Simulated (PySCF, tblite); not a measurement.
# C₆H₅F: geometry, infrared bands, NMR shifts and spin-spin couplings

What infrared bands, NMR shifts and spin-spin couplings should C₆H₅F (`C#CCC1=C[C@@H]1F`) show?

The runs use tblite 0.8.0 and PySCF 2.14.0, with density-fitted response routines of our own; the level of theory stands in each step. All values are computed, except where a source is named. Atoms are numbered from 0 throughout.

### Step 1. The molecule as given

12 atoms, charge 0, multiplicity 1; geometry from: force field or distance geometry start.

Bonds of the start (Å): C0–C1 1.22, C1–C2 1.43, C2–C3 1.51, C3–C4 1.31, C4–C5 1.49, C5–F6 1.35, C5–C3 1.50, C0–H7 1.06, C2–H8 1.12, C2–H9 1.11, C4–H10 1.09, C5–H11 1.10.

### Step 2. Optimising the geometry with GFN2-xTB

Job settings and geometry (Å):

```
{"job": {"kind": "relax", "xc": "GFN2-xTB", "basis": "xTB"}, "charge": 0, "multiplicity": 1}
C      2.544200     0.678600     1.385100
C      1.776400     0.270300     0.532400
C      0.901300    -0.222000    -0.480300
C     -0.549700     0.113800    -0.224100
C     -1.526700     0.621500     0.490300
C     -1.936800    -0.049500    -0.773100
F     -2.495100    -1.281300    -0.797600
H      3.204800     1.065700     2.119900
H      0.943300    -1.345300    -0.469500
H      1.129300     0.176000    -1.495400
H     -1.896700     1.170600     1.361100
H     -2.093200     0.565400    -1.674800
```

Launch:

```bash
$ OMP_NUM_THREADS=1 python probes_run.py task.json out
```

The driver reads the jobs from task.json and runs them one after another.

Log:

```text
step      E/eV     max force
  0    -542.95889    2.902
  1    -542.93823    7.026
  2    -543.12545    1.259
  3    -543.15697    0.981
  4    -543.18356    0.438
  5    -543.19730    0.298
  6    -543.20105    0.156
  7    -543.20392    0.175
  8    -543.20665    0.169
  9    -543.20874    0.128
 10    -543.21002    0.097
 11    -543.21103    0.091
 12    -543.21202    0.107
 13    -543.21294    0.073
 14    -543.21361    0.073
 15    -543.21413    0.074
 16    -543.21467    0.066
 17    -543.21517    0.061
 18    -543.21551    0.061
 19    -543.21571    0.040
 20    -543.21585    0.036
 21    -543.21596    0.034
 22    -543.21605    0.031
 23    -543.21614    0.026
 24    -543.21626    0.032
 25    -543.21643    0.037
 26    -543.21661    0.044
 27    -543.21677    0.038
 28    -543.21688    0.026
 29    -543.21698    0.034
 30    -543.21713    0.039
 31    -543.21730    0.045
 32    -543.21745    0.032
 33    -543.21756    0.028
 34    -543.21766    0.028
 35    -543.21778    0.030
 36    -543.21790    0.027
 37    -543.21799    0.021
 38    -543.21803    0.013
 39    -543.21805    0.011
 40    -543.21807    0.014
 41    -543.21810    0.014
 42    -543.21813    0.015
 43    -543.21815    0.015
 44    -543.21818    0.014
 45    -543.21820    0.017
 46    -543.21823    0.014
 47    -543.21825    0.013
 48    -543.21826    0.010
```

Wall time 0.79 s (1 thread of Intel Xeon at 2.50GHz, shared host); peak memory 0.18 GiB.

Relaxation path: (not every step is listed) (the energy doesn't fall at every step)

| step | energy from step 0 (eV) | largest force (eV/Å) |
| --- | --- | --- |
| 0 | 0.0000 | 2.9020 |
| 1 | 0.0207 | 7.0260 |
| 2 | -0.1666 | 1.2588 |
| 3 | -0.1981 | 0.9807 |
| 4 | -0.2247 | 0.4380 |
| 5 | -0.2384 | 0.2981 |
| 6 | -0.2422 | 0.1557 |
| 7 | -0.2450 | 0.1751 |
| 8 | -0.2478 | 0.1687 |
| 11 | -0.2521 | 0.0910 |
| 14 | -0.2547 | 0.0728 |
| 17 | -0.2563 | 0.0606 |
| 20 | -0.2570 | 0.0361 |
| 23 | -0.2572 | 0.0261 |
| 26 | -0.2577 | 0.0444 |
| 29 | -0.2581 | 0.0342 |
| 32 | -0.2586 | 0.0323 |
| 35 | -0.2589 | 0.0301 |
| 38 | -0.2591 | 0.0130 |
| 41 | -0.2592 | 0.0137 |
| 43 | -0.2593 | 0.0150 |
| 44 | -0.2593 | 0.0136 |
| 45 | -0.2593 | 0.0172 |
| 46 | -0.2593 | 0.0142 |
| 47 | -0.2594 | 0.0127 |
| 48 | -0.2594 | 0.0097 |

Distances of close pairs at the start and the end, largest changes first:

| bond | before (Å) | after (Å) | change (Å) |
| --- | --- | --- | --- |
| C2–C3 | 1.511 | 1.471 | -0.040 |
| C5–F6 | 1.353 | 1.390 | +0.037 |
| C4–H10 | 1.094 | 1.061 | -0.033 |
| C2–H8 | 1.124 | 1.097 | -0.027 |
| C1–C2 | 1.426 | 1.451 | +0.025 |
| C0–C1 | 1.218 | 1.196 | -0.022 |
| C3–C5 | 1.501 | 1.481 | -0.019 |
| C5–H11 | 1.103 | 1.084 | -0.018 |

The end geometry stands in the next job.

### Step 3. Vibrational analysis with GFN2-xTB

Job settings and geometry (Å):

```
{"job": {"kind": "ir", "xc": "GFN2-xTB", "basis": "xTB"}, "charge": 0, "multiplicity": 1}
C      2.483632     0.706113     1.394169
C      1.769965     0.268687     0.539953
C      0.892368    -0.255155    -0.490064
C     -0.511812     0.111152    -0.248853
C     -1.466432     0.633865     0.477916
C     -1.883936     0.008217    -0.797494
F     -2.518457    -1.227434    -0.753810
H      3.115739     1.086008     2.139953
H      0.970280    -1.348687    -0.518318
H      1.203625     0.124853    -1.470215
H     -1.799670     1.111776     1.364583
H     -2.254103     0.544638    -1.663847
```

Log:

```text
mode    cm-1     km/mol
  1      36.2      3.36
  2     105.6      0.48
  3     191.0      4.57
  4     287.5      1.58
  5     292.0      0.27
  6     397.5      1.21
  7     450.2      8.03
  8     550.6      7.21
  9     644.5     26.66
 10     656.7     23.85
 11     705.2     19.59
 12     811.9      3.07
 13     896.6     33.86
 14     928.6    121.11
 15     936.6      1.27
 16     968.4      1.96
 17     995.7      4.20
 18    1091.9     20.66
 19    1133.6      0.53
 20    1206.4     50.45
 21    1274.2     44.85
 22    1290.3      3.16
 23    1402.1     15.81
 24    1870.6     26.62
 25    2298.6     12.22
 26    2914.0      9.42
 27    2934.4     15.72
 28    3009.5     52.46
 29    3249.7      1.33
 30    3399.3      6.75
```

It took 1.3 s on 1 thread of Intel Xeon at 2.50GHz, shared host; peak memory 0.18 GiB.

Which atoms move in the most intense modes:

| cm⁻¹ | km/mol | atoms |
| --- | --- | --- |
| 644 | 26.7 | H7 82 %, C0 12 % |
| 657 | 23.9 | H7 76 %, C0 12 % |
| 897 | 33.9 | C2 27 %, H9 20 %, H8 18 % |
| 929 | 121.1 | C5 46 %, F6 30 % |
| 1206 | 50.5 | C5 44 %, C4 17 %, H11 15 %, C3 12 % |
| 1274 | 44.9 | H11 77 %, C5 18 % |
| 1871 | 26.6 | C3 60 %, C4 30 % |
| 3010 | 52.5 | H11 93 % |

### Step 4. NMR shieldings: PBE0/pcSseg-1

The job, as its differences from that of step 3:

```diff
@@ -1,2 +1,2 @@
-{"job": {"kind": "ir", "xc": "GFN2-xTB", "basis": "xTB"}, "charge": 0, "multiplicity": 1}
+{"job": {"kind": "nmr", "xc": "PBE0", "basis": "pcSseg-1"}, "charge": 0, "multiplicity": 1}
 C      2.483632     0.706113     1.394169
```

Level: GIAO PBE0/pcSseg-1 NMR shielding, non-relativistic, gas phase.

Log:

```text
coarse grid: 10704 points
cycle   1  E = -330.8017254925  dE =  1.175e+00  |g| = 5.575e-01  |ddm| = 3.406e+00
cycle   2  E = -330.7772011094  dE =  2.452e-02  |g| = 7.205e-01  |ddm| = 1.192e+00
cycle   3  E = -330.8608576280  dE = -8.366e-02  |g| = 1.134e-01  |ddm| = 6.322e-01
cycle   4  E = -330.8629925103  dE = -2.135e-03  |g| = 5.753e-02  |ddm| = 1.356e-01
cycle   5  E = -330.8637076976  dE = -7.152e-04  |g| = 2.221e-02  |ddm| = 5.508e-02
cycle   6  E = -330.8638176995  dE = -1.100e-04  |g| = 3.536e-03  |ddm| = 2.038e-02
cycle   7  E = -330.8638202849  dE = -2.585e-06  |g| = 1.384e-03  |ddm| = 3.799e-03
final grid: 105712 points
cycle   8  E = -330.9145323349  dE = -3.082e-05  |g| = 6.630e-03  |ddm| = 3.744e-02
cycle   9  E = -330.9145268574  dE =  5.478e-06  |g| = 8.832e-03  |ddm| = 1.527e-02
cycle  10  E = -330.9145425734  dE = -1.572e-05  |g| = 1.379e-03  |ddm| = 8.031e-03
cycle  11  E = -330.9145429435  dE = -3.701e-07  |g| = 3.561e-04  |ddm| = 1.400e-03
cycle  12  E = -330.9145429656  dE = -2.209e-08  |g| = 2.054e-04  |ddm| = 4.884e-04
cycle  13  E = -330.9145429749  dE = -9.330e-09  |g| = 4.423e-05  |ddm| = 1.540e-04
cycle  14  E = -330.9145429754  dE = -4.283e-10  |g| = 1.401e-05  |ddm| = 4.667e-05
converged SCF energy = -330.9145429754

GIAO shielding tensors (ppm)
atom      isotropic    diamagn.    paramagn.     s11        s22        s33       span
  0 C      110.179     256.288    -146.110     36.550     37.741    256.244    219.694
  1 C      103.187     263.094    -159.906      4.591     10.775    294.196    289.605
  2 C      167.389     242.134     -74.745    157.981    163.708    180.478     22.496
  3 C       46.292     255.536    -209.243    -78.445     46.168    171.154    249.599
  4 C       63.240     252.679    -189.439    -58.232     61.785    186.166    244.398
  5 C      116.297     244.971    -128.675     63.188     68.006    217.697    154.509
  6 F      346.707     471.091    -124.384    249.229    350.635    440.258    191.029
  7 H       30.149      33.708      -3.559     24.871     25.161     40.415     15.544
  8 H       27.958      25.896       2.062     22.819     27.174     33.882     11.062
  9 H       28.078      25.617       2.461     22.561     27.451     34.222     11.661
 10 H       24.235      31.782      -7.547     20.846     24.633     27.227      6.380
 11 H       26.676      29.717      -3.042     21.618     26.040     32.369     10.752
```

Run time: 66 s. Hardware: 1 thread of Intel Xeon at 2.50GHz, shared host; peak memory 0.69 GiB.

The references, computed at this level on geometries of the same kind, shield at (ppm): 1H TMS 31.72, 13C TMS 186.9, 19F CFCl3 170.9. Their shielding less the atom's gives the shift. The references are single molecules in the gas phase, so shifts against H2O, NH3, PH3, H3PO4 or CFCl3 are not on the usual liquid scales and can be off by tens of ppm.

| atoms | environment | σ (ppm) | δ (ppm) | δ scaled to CDCl3 |
| --- | --- | --- | --- | --- |
| C3 | fully substituted alkene carbon | 46.3 | 140.6 | 135.3 |
| C4 | alkene CH | 63.2 | 123.7 | 118.8 |
| C1 | alkyne carbon | 103.2 | 83.7 | 79.8 |
| C0 | terminal alkyne carbon | 110.2 | 76.7 | 73.0 |
| C5 | three-membered-ring carbon bearing a halogen | 116.3 | 70.6 | 67.0 |
| C2 | allylic sp3 CH2 | 167.4 | 19.5 | 17.2 |
| H10 | hydrogen on an alkene CH | 24.24 | 7.48 | 7.16 |
| H11 | hydrogen on a three-membered-ring carbon bearing a halogen | 26.68 | 5.04 | 4.86 |
| H8 | hydrogen on an allylic sp3 CH2 | 27.96 | 3.76 | 3.65 |
| H9 | hydrogen on an allylic sp3 CH2 | 28.08 | 3.64 | 3.54 |
| H7 | hydrogen on a terminal alkyne carbon | 30.15 | 1.57 | 1.58 |
| F6 | fluorine on an sp3 carbon | 346.7 | -175.8 | – |

The scaled column applies a straight-line fit of computed shieldings to shifts measured in CDCl3, and one for carbons that bear F (root-mean-square error 0.16 ppm for H, 1.9 ppm for C).

Charges from the same density, by scheme (e):

| atoms | Mulliken | IAO | Hirshfeld | ESP fit |
| --- | --- | --- | --- | --- |
| C0 | -0.36 | -0.24 | -0.12 | -0.55 |
| C1 | 0.16 | -0.02 | -0.04 | 0.18 |
| C2 | -0.08 | -0.29 | -0.04 | -0.38 |
| C3 | -0.05 | 0.02 | 0.01 | 0.14 |
| C4 | -0.15 | -0.17 | -0.05 | -0.24 |
| C5 | 0.24 | 0.15 | 0.02 | 0.08 |
| F6 | -0.34 | -0.34 | -0.16 | -0.24 |

Mayer bond orders: C0–C1 2.57, C1–C2 1.06, C2–C3 1.02, C3–C4 1.59, C4–C5 0.98, C5–F6 0.90, C5–C3 0.94.

Ring of atoms C3, C4, C5: NICS(0) -29.4, NICS(1) -9.8, NICS(1)zz -17.9 ppm (means of both faces; NICS(1) differs between them: -11.7 and -7.9).

The two faces differ (NICS(1)zz -13.1 and -22.8 ppm).

In rings of three or four atoms NICS is ruled by the nearby σ bonds, so it says little on aromaticity.

### Step 5. Indirect couplings: B3LYP/pcJ-1

The job, as its differences from that of step 4:

```diff
@@ -1,2 +1,2 @@
-{"job": {"kind": "nmr", "xc": "PBE0", "basis": "pcSseg-1"}, "charge": 0, "multiplicity": 1}
+{"job": {"kind": "j", "xc": "B3LYP", "basis": "pcJ-1"}, "charge": 0, "multiplicity": 1}
 C      2.483632     0.706113     1.394169
```

Method: B3LYP/pcJ-1 indirect spin-spin coupling, non-relativistic, gas phase.

Log:

```text
coarse grid: 10704 points
cycle   1  E = -331.2056568420  dE =  1.090e+00  |g| = 6.124e-01  |ddm| = 3.273e+00
cycle   2  E = -331.1642994359  dE =  4.136e-02  |g| = 8.311e-01  |ddm| = 1.180e+00
cycle   3  E = -331.2729657887  dE = -1.087e-01  |g| = 1.368e-01  |ddm| = 6.973e-01
cycle   4  E = -331.2757604202  dE = -2.795e-03  |g| = 7.197e-02  |ddm| = 1.532e-01
cycle   5  E = -331.2768096369  dE = -1.049e-03  |g| = 3.257e-02  |ddm| = 6.655e-02
cycle   6  E = -331.2770449138  dE = -2.353e-04  |g| = 4.311e-03  |ddm| = 2.447e-02
cycle   7  E = -331.2770485117  dE = -3.598e-06  |g| = 1.837e-03  |ddm| = 4.527e-03
final grid: 105712 points
cycle   8  E = -331.3394383042  dE = -1.317e-04  |g| = 6.832e-03  |ddm| = 2.384e-02
cycle   9  E = -331.3394276754  dE =  1.063e-05  |g| = 1.016e-02  |ddm| = 1.364e-02
cycle  10  E = -331.3394470528  dE = -1.938e-05  |g| = 1.196e-03  |ddm| = 8.280e-03
cycle  11  E = -331.3394472680  dE = -2.152e-07  |g| = 6.428e-04  |ddm| = 1.441e-03
cycle  12  E = -331.3394473563  dE = -8.832e-08  |g| = 2.308e-04  |ddm| = 6.959e-04
cycle  13  E = -331.3394473673  dE = -1.104e-08  |g| = 1.515e-05  |ddm| = 1.894e-04
cycle  14  E = -331.3394473674  dE = -2.410e-11  |g| = 1.018e-05  |ddm| = 1.801e-05
converged SCF energy = -331.3394473674

Indirect spin-spin couplings (Hz)
  i      j    bonds     total        FC       PSO       DSO        SD
  0 C    1 C    1    201.769   193.576     8.093     0.100         -
  0 C    2 C    2     12.926    13.192    -0.125    -0.141         -
  0 C    3 C    3      2.905     3.023    -0.076    -0.042         -
  0 C    4 C    4     -0.215    -0.188    -0.002    -0.025         -
  0 C    5 C    4      0.721     0.704     0.076    -0.058         -
  0 C    6 F    5      0.200     0.113     0.203    -0.182     0.067
  0 C    7 H    1    264.339   264.999    -1.079     0.419         -
  0 C    8 H    3      4.316     4.005     0.752    -0.441         -
  0 C    9 H    3      4.318     4.010     0.752    -0.444         -
  0 C   10 H    5      0.264     0.340    -0.011    -0.065         -
  1 C    2 C    1     74.377    75.762    -1.606     0.220         -
  1 C    3 C    2     -5.428    -5.386    -0.106     0.064         -
  1 C    4 C    3      3.731     3.803    -0.076     0.004         -
  1 C    5 C    3      6.488     6.547    -0.012    -0.047         -
  1 C    6 F    4      1.239     1.451     0.037    -0.157    -0.092
  1 C    7 H    2     52.558    47.756     6.026    -1.225         -
  1 C    8 H    2    -11.541   -11.478     0.043    -0.106         -
  1 C    9 H    2    -10.420   -10.355     0.049    -0.113         -
  1 C   10 H    4      1.352     1.327     0.068    -0.044         -
  2 C    3 C    1     59.561    60.815    -1.523     0.269         -
  2 C    4 C    2     -3.739    -3.093    -0.563    -0.084         -
  2 C    5 C    2      0.658     0.781    -0.093    -0.029         -
  2 C    6 F    3     -0.951    -1.122     0.151    -0.126     0.147
  2 C    7 H    3      3.594     3.532     0.553    -0.491         -
  2 C    8 H    1    140.683   139.077     0.738     0.868         -
  2 C    9 H    1    141.124   139.512     0.750     0.862         -
  2 C   10 H    3      0.782     0.907     0.233    -0.358         -
  2 C   11 H    3     -0.856    -0.849     0.218    -0.225         -
  3 C    4 C    1     60.850    67.211    -6.572     0.210         -
  3 C    5 C    1     14.690    16.397    -1.958     0.251         -
  3 C    6 F    2     15.699    14.349     0.404    -0.117     1.062
  3 C    7 H    4     -2.915    -2.826     0.134    -0.222         -
  3 C    8 H    2    -11.987   -11.944    -0.080     0.037         -
  3 C    9 H    2    -11.110   -10.977    -0.150     0.017         -
  3 C   10 H    2      1.740     2.119     0.408    -0.787         -
  3 C   11 H    2      0.470     0.657     0.147    -0.335         -
  4 C    5 C    1     17.123    18.741    -1.834     0.216         -
  4 C    6 F    2     17.462    15.426     0.894    -0.195     1.337
  4 C    8 H    3      6.341     6.333     0.395    -0.387         -
  4 C    9 H    3      6.896     6.930     0.387    -0.421         -
  4 C   10 H    1    237.623   237.993    -1.185     0.815         -
  4 C   11 H    2      0.726     0.906     0.240    -0.420         -
  5 C    6 F    1   -301.792  -334.653    15.593     0.783    16.485
  5 C    7 H    5     -0.153    -0.124     0.186    -0.216         -
  5 C    8 H    3      1.427     1.458     0.064    -0.095         -
  5 C    9 H    3      0.223     0.276     0.001    -0.053         -
  5 C   10 H    2      0.945     0.972     0.529    -0.556         -
  5 C   11 H    1    227.491   227.031    -0.721     1.180         -
  6 F    8 H    4      5.923     5.981    -0.075     0.100    -0.084
  6 F    9 H    4      2.520     2.218     1.029    -0.771     0.044
  6 F   10 H    3     -2.194    -3.120     2.160    -1.385     0.151
  6 F   11 H    2    108.721   106.056     7.026    -1.277    -3.084
  7 H    8 H    4     -3.780    -3.724     1.520    -1.576         -
  7 H    9 H    4     -3.695    -3.637     1.528    -1.585         -
  8 H    9 H    2    -23.835   -23.954     2.328    -2.209         -
  8 H   10 H    4     -2.789    -2.705     1.437    -1.522         -
  9 H   10 H    4     -2.063    -1.969     1.557    -1.651         -
  9 H   11 H    4      1.268     1.305     0.041    -0.078         -
 10 H   11 H    3     -1.668    -1.577     1.984    -2.075         -
```

Run time: 2.1 min. Hardware: 1 thread of Intel Xeon at 2.50GHz, shared host; peak memory 0.96 GiB.

A choice of the couplings up to four bonds, sorted by the number of bonds; isotopes 13C, 19F, 1H:

| pair | bonds | J (Hz) | Fermi contact (Hz) | dihedral (°) |
| --- | --- | --- | --- | --- |
| C5–F6 | 1 | -301.8 | -334.7 | – |
| C0–H7 | 1 | 264.3 | 265.0 | – |
| C4–H10 | 1 | 237.6 | 238.0 | – |
| C5–H11 | 1 | 227.5 | 227.0 | – |
| C0–C1 | 1 | 201.8 | 193.6 | – |
| C2–H9 | 1 | 141.1 | 139.5 | – |
| C2–H8 | 1 | 140.7 | 139.1 | – |
| C1–C2 | 1 | 74.4 | 75.8 | – |
| C3–C4 | 1 | 60.9 | 67.2 | – |
| F6–H11 | 2 | 108.7 | 106.1 | – |
| C1–H7 | 2 | 52.6 | 47.8 | – |
| H8–H9 | 2 | -23.8 | -24.0 | – |
| C4–F6 | 2 | 17.5 | 15.4 | – |
| C3–F6 | 2 | 15.7 | 14.3 | – |
| C0–C2 | 2 | 12.9 | 13.2 | – |
| C3–H8 | 2 | -12.0 | -11.9 | – |
| C1–H8 | 2 | -11.5 | -11.5 | – |
| C3–H9 | 2 | -11.1 | -11.0 | – |
| C4–H9 | 3 | 6.9 | 6.9 | -128 |
| C1–C5 | 3 | 6.5 | 6.5 | 178 |
| C4–H8 | 3 | 6.3 | 6.3 | 114 |
| C0–H9 | 3 | 4.3 | 4.0 | – |
| C0–H8 | 3 | 4.3 | 4.0 | – |
| C1–C4 | 3 | 3.7 | 3.8 | -7 |
| C2–H7 | 3 | 3.6 | 3.5 | – |
| C0–C3 | 3 | 2.9 | 3.0 | – |
| F6–H10 | 3 | -2.2 | -3.1 | -71 |
| F6–H8 | 4 | 5.9 | 6.0 | – |
| H7–H8 | 4 | -3.8 | -3.7 | – |
| H7–H9 | 4 | -3.7 | -3.6 | – |
| C3–H7 | 4 | -2.9 | -2.8 | – |
| H8–H10 | 4 | -2.8 | -2.7 | – |
| F6–H9 | 4 | 2.5 | 2.2 | – |
| H9–H10 | 4 | -2.1 | -2.0 | – |
| C1–H10 | 4 | 1.4 | 1.3 | – |
| H9–H11 | 4 | 1.3 | 1.3 | – |

The spin-dipole term was solved for some atoms only; pairs without it lack that part.

Joined with the shifts from before (PBE0/pcSseg-1, scaled to CDCl3), the couplings predict the line list below for 500 MHz. H–H couplings in it are scaled by factors fitted to measured ones, so they differ from the table.

1H NMR δ 7.16 (ddt, J = 2.8, 2.2, 1.8 Hz, 1H), 4.86 (dt, J = 108.7, 1.4 Hz, 1H), 3.65 (m, 1H), 3.54 (m, 1H), 1.58 (m, 1H).

### Step 6. What came out

| quantity | value |
| --- | --- |
| strongest single infrared mode (GFN2-xTB) | 929 cm⁻¹, 121 km/mol |
| zero-point energy (GFN2-xTB) | 52.8 kcal/mol |
| 13C shifts against TMS (PBE0/pcSseg-1) | 140.6, 123.7, 83.7, 76.7, 70.6, 19.5 ppm |
| 1H shifts against TMS (PBE0/pcSseg-1) | 7.48, 5.04, 3.76, 3.64, 1.57 ppm |
| 19F shifts against CFCl3 (PBE0/pcSseg-1) | -175.8 ppm |
| largest coupling of the table (B3LYP/pcJ-1) | 1J(C,F) C5–F6, -301.8 Hz |

What this shows: The optimisation took 48 steps and gained 0.259 eV; among the close pairs (by a distance rule), C2–C3 changed most, from 1.511 to 1.471 Å. All 30 modes are real, so the xTB geometry is a minimum. The strongest single mode, at 929 cm⁻¹, moves mainly C5 and F6. GFN2-xTB is a fitted tight-binding method: band positions and strengths are rough. Its intensities can rank the bands wrongly. H10 (hydrogen on an alkene CH) lies farthest downfield among hydrogen, at 7.48 ppm; attached to an sp2 carbon and in the plane of the double bond. At PBE0/pcSseg-1: The widest tensor belongs to C1: span 290 ppm, with a paramagnetic part of -160 ppm. Of the pairs tabulated at B3LYP/pcJ-1, C5–F6 couples most strongly (-301.8 Hz; Fermi contact -334.7 Hz). Couplings across rotatable bonds belong to this one conformer; where others are populated, the observed values are averages.
